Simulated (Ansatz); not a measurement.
Crystal: NbSN.

```xyz
6
Lattice="3.5922 0.0000 0.0000 0.0000 3.5922 0.0000 0.0000 0.0000 6.1223" Properties=species:S:1:pos:R:3 pbc="T T T"
Nb    0.0000    1.7961    4.9831
Nb    1.7961    0.0000    1.1393
S     0.0000    1.7961    2.3482
S     1.7961    0.0000    3.7742
N     0.0000    0.0000    0.0000
N     1.7961    1.7961    0.0000
```

The cell comes from a database or a generator and needn't be the stable form of this composition.

| Quantity | Value |
| --- | --- |
| Program | Ansatz 0.2.0 |
| Task | single point |
| Functional | PBE |
| Potentials or basis | Ansatz PAW |
| Cutoff | 420 eV (not typed: the program's choice for these potentials) |
| k mesh | 7 × 7 × 5 |
| Occupations | fermi-dirac, width 0.05 eV |
| Spin | no spin polarisation |

On this cell: pressure -3.5 GPa; largest force 0.467 eV/Å; band gap on the k mesh none (metal or under the smearing width).

The same run follows on a disturbed copy (atoms moved at random, drawn with an rms of 0.05 Å):

```
Nb S N
1.0
     3.59218    0.00000    0.00000
     0.00000    3.59218    0.00000
     0.00000    0.00000    6.12232
Nb S N
2 2 2
Direct
  0.00853 0.48865 0.81628
  0.49550 0.99063 0.18320
  0.99508 0.50375 0.39020
  0.49229 0.01913 0.61795
  0.99569 0.00087 0.00305
  0.51172 0.51238 0.99427
```

What changes?

The energy (extrapolated to zero smearing) moves by +14.7 meV/atom; pressure -2.2 GPa; largest force 1.140 eV/Å; band gap on the k mesh none (metal or under the smearing width).

Forces on the atoms (eV/Å):
```
Nb  -0.097  0.698  0.130
Nb   0.085  0.687  0.005
S   -0.039  0.096 -0.483
S    0.087 -0.382 -0.123
N    0.462 -0.192 -0.006
N   -0.499 -0.908  0.476
```

Stress tensor (GPa, compression positive):
```
-1.69 -0.35  0.04
-0.35 -2.47 -0.20
 0.04 -0.20 -2.50
```
